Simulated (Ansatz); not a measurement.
# HfZrSe4: a closer look at a trial structure

Aim: for this structure of HfZrSe4, compute bands, density of states and charges.

Program: Ansatz 0.2.0. Level of theory: DFT PBE, scalar-relativistic, plane waves, PAW. These are calculated values, not measurements.

1 further run of the same task is left out (it didn't finish).

## Step 1: The system as given

The structure is hexagonal, space group P-6m2 (No. 187). Conventional cell: a = 5.492 Å, b = 5.492 Å, c = 5.120 Å, α = 90.00°, β = 90.00°, γ = 120.00°. Zr (site symmetry -6m2) has 9 Se at 2.99 to 3.17 Å and 3 Hf at 3.17 Å as nearest neighbours. Hf (site symmetry -6m2) is surrounded by 3 Zr at 3.17 Å and 3 Se at 3.17 Å. Around Se (site symmetry -6m2) lie 6 Se at 3.03 Å and 3 Zr at 3.17 Å and 3 Hf at 3.17 Å. Se (site symmetry mm2) is surrounded by 6 Se at 2.69 to 3.03 Å and 2 Zr at 2.99 Å.

Coordinates:

```
Zr Hf Se
1.0
     5.49194    0.00000    0.00000
    -2.74597    4.75616    0.00000
     0.00000    0.00000    5.11962
Zr Hf Se
1 1 4
Direct
  0.66667 0.33333 0.00000
  0.33333 0.66667 0.00000
  0.00000 0.00000 0.00000
  0.34013 0.17007 0.50000
  0.82993 0.17007 0.50000
  0.82993 0.65987 0.50000
```

The cell was relaxed beforehand at this level, from a database cell with other species swapped in; it is a trial structure. At a tolerance of 0.05 Å it has space group P-6m2 (No. 187); it has 22.29 Å³/atom, an uncorrected energy of +0.26 eV/atom over the elements.

## Step 2: Static run: bands, density of states and charges

The input, input.yaml:

```yaml
crystal:
  lattice:
    - [5.4919435548, 0.0, 0.0]
    - [-2.7459717774, 4.7561626346, 0.0]
    - [0.0, 0.0, 5.1196180392]
  atoms:
    - { symbol: Zr, position: [0.6666666667, 0.3333333333, 0.0] }
    - { symbol: Hf, position: [0.3333333333, 0.6666666667, 0.0] }
    - { symbol: Se, position: [0.0, 0.0, 0.0] }
    - { symbol: Se, position: [0.3401343928, 0.1700671964, 0.5] }
    - { symbol: Se, position: [0.8299328036, 0.1700671964, 0.5] }
    - { symbol: Se, position: [0.8299328036, 0.6598656072, 0.5] }
basis:
  ecutwfc: 420
kpoints:
  mp_grid: { grid: [12, 12, 8] }
  band_path:
    path:
      - [[0.0, 0.0, 0.0], [0.5, 0.0, 0.0], [0.33333333, 0.33333333, 0.0], [0.0, 0.0, 0.0], [0.0, 0.0, 0.5], [0.5, 0.0, 0.5], [0.33333333, 0.33333333, 0.5], [0.0, 0.0, 0.5]]
      - [[0.5, 0.0, 0.5], [0.5, 0.0, 0.0]]
      - [[0.33333333, 0.33333333, 0.5], [0.33333333, 0.33333333, 0.0]]
    npoints: 14
hamiltonian:
  xc: pbe
scf:
  occupations: { method: gaussian, width: 0.1 }
  n_extra_bands: 15
output:
  forces: true
  stress: true
  eigenvalues: true
  populations: true
  dos: { projected: true, de: 0.02, nscf_kmesh: { grid: [15, 15, 10] } }
  bader: true
  write_density: true
  write_potential: true
  elf: true
  volumetric_format: npy
```

On the command line:

```bash
$ ansatz run input.yaml --threads 1 --pin off --max-ram 2560MiB --backend cpu --events-out ev --progress --plain --runs-dir out
```

Before running it: what results should come out? Wanted: gap; states at the Fermi level; Bader charges.

The runs gave:

| quantity | value |
| --- | --- |
| gap | none (metal) |
| states at the Fermi level | 5.33 per eV per cell |
| Bader charges | Zr +1.12, Hf +0.90, Se -0.75 to -0.42 e |

**Reading.** It comes out metallic. Of the projected weight within 0.25 eV of the Fermi level, the largest part is Hf 5d (37 %) and Se 4p (33 %). Bader charges reach 1.1 e, so charge transfer in this metal is strong. Spin-orbit coupling is left out, which matters for the bands of Hf.
